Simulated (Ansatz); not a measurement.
# C4F6: the cost of one run

Method: revPBE/6-31G* with D3(BJ) dispersion; program: Ansatz 0.2.0, Gaussian basis.

## 1. The geometry

The geometry comes from an earlier relaxation with PBE0-D4 in a triple-zeta def2 set; it is a stationary point, not always the lowest conformer.

SMILES `FC(F)=C(F)C(F)=C(F)F`, 10 atoms, charge 0, spin multiplicity 1.

Atoms are counted from 1 here; the program's logs count them from 0.

Bond lengths: F1–C2 1.305 Å, C2–F3 1.305 Å, C2–C4 1.330 Å, C4–F5 1.337 Å, C4–C6 1.449 Å, C6–F7 1.337 Å, C6–C8 1.330 Å, C8–F9 1.305 Å, C8–F10 1.305 Å. Angles: F1–C2–F3 112.3°, F1–C2–C4 123.7°, F3–C2–C4 124.0°, C2–C4–F5 118.1°, C2–C4–C6 125.0°, F5–C4–C6 116.8°, C4–C6–F7 116.8°, C4–C6–C8 125.0°, F7–C6–C8 118.1°, C6–C8–F9 124.0°, C6–C8–F10 123.7°, F9–C8–F10 112.3°.

## 2. The run

Input file in.yaml:

```yaml
crystal:
  periodic: [false, false, false]
  atoms:
    - {symbol: F, position_ang: [-2.086740, 1.605239, 1.377435]}
    - {symbol: C, position_ang: [-1.123967, 0.738242, 1.224281]}
    - {symbol: F, position_ang: [-0.871277, 0.078664, 2.322103]}
    - {symbol: C, position_ang: [-0.465181, 0.561113, 0.082023]}
    - {symbol: F, position_ang: [-0.856639, 1.263923, -0.986288]}
    - {symbol: C, position_ang: [0.679211, -0.310026, -0.091812]}
    - {symbol: F, position_ang: [1.502124, -0.441653, 0.954091]}
    - {symbol: C, position_ang: [0.986776, -0.952045, -1.215796]}
    - {symbol: F, position_ang: [0.241567, -0.944362, -2.287636]}
    - {symbol: F, position_ang: [2.077324, -1.650095, -1.375399]}
basis:
  gaussian: {orbitals: "6-31G*"}
magnetization: {spin_polarized: true, initial_magnetization: 0}
hamiltonian: {xc: {name: revPBE}, dispersion: d3bj}
md: {timestep: 0.5 fs, n_steps: 30, ensemble: nve, temperature: 1500, initial_velocities: maxwell_boltzmann, seed: 855}
```

Run with:

```
ansatz run in.yaml --threads 2 --pin off --events-out ev --progress --plain --max-ram 32768MiB --backend cpu
```

**Question.** How long does this run take on 2 threads of AMD EPYC 7R13, shared host, and how much memory does it need?

About 2.3 min, with a peak of 0.27 GiB.
